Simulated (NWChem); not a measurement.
# [SnH3]− (SMILES [H][Sn-]([H])[H]): levels of theory compared

We compute a comparison of 3 runs (HF/def2-TZVP, BLYP/3-21G, MP2/STO-3G) of [SnH3]−. 

The results are computed with NWChem 7.3.0.

## 1. The structure to begin with

[SnH3]−: 4 atoms, total charge -1, spin state singlet. SMILES: `[H][Sn-]([H])[H]`. Geometry: a GFN2-xTB relaxation, a rough one for these elements and not checked as a minimum.

Bond lengths: Sn1–H2 1.948 Å, Sn1–H3 1.948 Å, Sn1–H4 1.949 Å. Angles: H2–Sn1–H3 93.3°, H2–Sn1–H4 93.4°, H3–Sn1–H4 93.5°.

## 2. Energy and forces at HF/def2-TZVP (core potential) (run 1)

File mymol.nw:

```
start mymol
memory stack 880 mb heap 220 mb global 1100 mb
charge -1

geometry units au noautosym nocenter noautoz
Sn    -0.01205645     0.01082813     1.49603948
H      3.09497455    -0.06349480    -0.47554958
H     -1.48694990     2.70705157    -0.52989810
H     -1.59594930    -2.65438490    -0.49059180
end

basis spherical bse
Sn library def2-TZVP
H library def2-TZVP
end

ecp bse
Sn library def2-TZVP
end

scf
thresh 1e-08
maxiter 80
print medium
end

task scf gradient
```

Run with:

```console
nwchem mymol.nw > mymol.out
```

What it wrote:

```text
[...]
  functions       =    68
[...]
  wavefunction    = RHF
[...]
         Total SCF energy =   -215.065601518104
      One-electron energy =   -420.359984016336
      Two-electron energy =    186.805782814711
 Nuclear repulsion energy =     18.488599683521
        Time for solution =      4.3s
[...]
                         RHF ENERGY GRADIENTS
    atom               coordinates                        gradient
                 x          y          z           x          y          z
   1 Sn     -0.012056   0.010828   1.496039   -0.000315   0.000266   0.035881
   2 H       3.094975  -0.063495  -0.475550    0.018490  -0.000411  -0.011834
   3 H      -1.486950   2.707052  -0.529898   -0.008732   0.016104  -0.012139
   4 H      -1.595949  -2.654385  -0.490592   -0.009443  -0.015959  -0.011908
[...]
```

Wall time 5.7 s (1 thread of AMD EPYC 9R45 (Zen 5), shared host); peak memory 0.12 GiB.

## 3. Energy and gradient at BLYP/3-21G (run 2)

File m1.nw:

```
echo
start m1
title "H3Sn"
memory stack 880 mb heap 220 mb global 1100 mb
charge -1

geometry noautosym nocenter noautoz
  Sn   -0.006380    0.005730    0.791670
  H     1.637790   -0.033600   -0.251650
  H    -0.786860    1.432510   -0.280410
  H    -0.844540   -1.404640   -0.259610
end

basis "ao basis" spherical bse
  Sn library 3-21G
  H library 3-21G
end

dft
  xc becke88 lyp
  grid xfine
  convergence energy 1e-08
  iterations 100
  mulliken
  print medium
end

task dft gradient
```

Run with:

```console
nwchem m1.nw > m1.out
```

What it wrote:

```text
[...]
          Wavefunction type:  closed shell.
          No. of atoms     :     4
          No. of electrons :    54
[...]
          Charge           :    -1
          Spin multiplicity:     1
[...]
          AO basis - number of functions:    37
[...]
              XC Information
              --------------
                    Becke 1988 Exchange Functional  1.000
              Lee-Yang-Parr Correlation Functional  1.000
[...]
 d= 0,ls=0.0,diis     1  -6000.3901352178 -6.04D+03  8.55D-02  1.39D+00     0.4
[...]
 d= 0,ls=0.0,diis     8  -6000.5947893104  1.25D-09  4.16D-06  6.57D-09     2.0
         Total DFT energy =    -6000.594789310422
      One electron energy =    -8372.334024427226
           Coulomb energy =     2492.875277289416
    Exchange-Corr. energy =     -162.443077764234
 Nuclear repulsion energy =       41.307035591622
[...]
      Total Density - Mulliken Population Analysis
     ---------------------------------------------
    Atom       Charge   Shell Charges
 -----------   ------   -------------------------------------------------------
    1 Sn  50    50.35   2.00  2.00  6.00  2.00  5.99  2.00  5.94  0.94  1.16  0.84  1.50 10.00  9.99
    2 H    1     1.22   0.38  0.83
    3 H    1     1.22   0.38  0.83
    4 H    1     1.22   0.38  0.83
[...]
  wavefunction    = closed shell
                         DFT ENERGY GRADIENTS
    atom               coordinates                        gradient
                 x          y          z           x          y          z
   1 Sn     -0.012056   0.010828   1.496039   -0.000131   0.000133   0.015396
   2 H       3.094974  -0.063495  -0.475550    0.010894  -0.000222  -0.005054
   3 H      -1.486950   2.707051  -0.529898   -0.005161   0.009532  -0.005232
   4 H      -1.595949  -2.654385  -0.490592   -0.005603  -0.009443  -0.005110
[...]
```

It took 2.9 s on 1 thread of AMD EPYC 9R45 (Zen 5), shared host; peak memory 0.12 GiB.

## 4. Energy and forces at MP2/STO-3G (run 3)

File nw.nw:

```
start nw
title "H3Sn"
memory 2200 mb
charge -1
geometry noautosym nocenter noautoz
  Sn   -0.006380    0.005730    0.791670
  H     1.637790   -0.033600   -0.251650
  H    -0.786860    1.432510   -0.280410
  H    -0.844540   -1.404640   -0.259610
end
basis spherical bse
  * library STO-3G
end
scf
  thresh 1e-08
  maxiter 80
  print low
end
mp2
  freeze core 18
  tight
end
task mp2 gradient
```

Run with:

```console
nwchem nw.nw > nw.out
```

What it wrote:

```text
[...]
  functions       =    30
[...]
  wavefunction    = RHF
[...]
         Total SCF energy =  -5964.788507494388
      One-electron energy =  -8350.794091670630
      Two-electron energy =   2344.698548584621
 Nuclear repulsion energy =     41.307035591622
        Time for solution =      0.7s
[...]
          Total MP2 energy         -5964.831180403482
[...]
                         mp2 ENERGY GRADIENTS
    atom               coordinates                        gradient
                 x          y          z           x          y          z
   1 Sn     -0.012056   0.010828   1.496039   -0.000679   0.000562   0.078027
   2 H       3.094974  -0.063495  -0.475550    0.046769  -0.001044  -0.025683
   3 H      -1.486950   2.707051  -0.529898   -0.022183   0.040722  -0.026470
   4 H      -1.595949  -2.654385  -0.490592   -0.023907  -0.040240  -0.025874
[...]
```

Run time: 2.5 s. Hardware: 1 thread of AMD EPYC 9R45 (Zen 5), shared host; peak memory 0.1 GiB.

## 5. All runs side by side

```csv
run,level,core potential,iteration cap,energy (Eh),HOMO energy (eV),LUMO energy (eV),HOMO–LUMO gap (eV),wall time
1,HF/def2-TZVP (core potential),def2-TZVP,80,-215.065602,-2.53,6.96,9.49,5.7 s
2,BLYP/3-21G,–,100,-6000.594789,1.09,5.38,4.29,2.9 s
3,MP2/STO-3G,–,80,-5964.831180,–,–,–,2.5 s
```

## 6. Outcome

```
                                           quantity           value
                                run 3: total energy  -5964.83118 Eh
run 3: correlation energy (18 core orbitals frozen)       -42.7 mEh
                    run 3: largest force on an atom      4.013 eV/Å
```

**Reading.** Some runs of one species differ in core potentials or relativity; totals across that change don't compare. In run 2 the HOMO lies above zero, so the outermost electron may be held by the basis alone. In run 3 the basis is minimal, so the values are rough. In runs 2, 3 relativity is left out where basis or elements ask for it. All runs together took 11 s, the longest 5.7 s.
